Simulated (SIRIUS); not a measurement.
The system is HfB.

```
Hf B
1.0
     0.00000    2.31000    2.31000
     2.31000    0.00000    2.31000
     2.31000    2.31000    0.00000
Hf B
1 1
Direct
  0.50000 0.50000 0.50000
  0.00000 0.00000 0.00000
```

| Property | Result |
| --- | --- |
| Program | SIRIUS 7.12.0 |
| Task | single point |
| Functional | PBEsol |
| Potentials or basis | PseudoDojo 0.4.1 PBEsol standard (scalar relativistic) |
| Cutoff | 1054 eV |
| Density cutoff | 4214 eV |
| k mesh | 10 × 10 × 10 |
| Occupations | fermi-dirac, width 0.05 eV |
| Spin | no spin polarisation |

On this cell: pressure 24.6 GPa; largest force zero by symmetry; band gap on the k mesh none (metal or under the smearing width).

The same run follows on a disturbed copy (atoms moved at random, drawn with an rms of 0.05 Å):

```xyz
2
Lattice="0.0000 2.3100 2.3100 2.3100 0.0000 2.3100 2.3100 2.3100 0.0000" Properties=species:S:1:pos:R:3 pbc="T T T"
Hf    2.3559    2.3221    2.3290
B    -0.0290   -0.0389   -0.0347
```

Question: What changes?

Answer: The energy (extrapolated to zero smearing) moves by +29.6 meV/atom; pressure 25.4 GPa; largest force 1.158 eV/Å; band gap on the k mesh none (metal or under the smearing width).

Forces on the atoms (eV/Å):
```
Hf  -0.827 -0.558 -0.588
B    0.827  0.558  0.588
```

Stress tensor (GPa, compression positive):
```
25.96 -0.52 -0.55
-0.52 25.06 -0.36
-0.55 -0.36 25.15
```

Caveats: so large a pressure means that the cell lies far from this level's equilibrium, or that cutoff or potentials fall short (some runs).
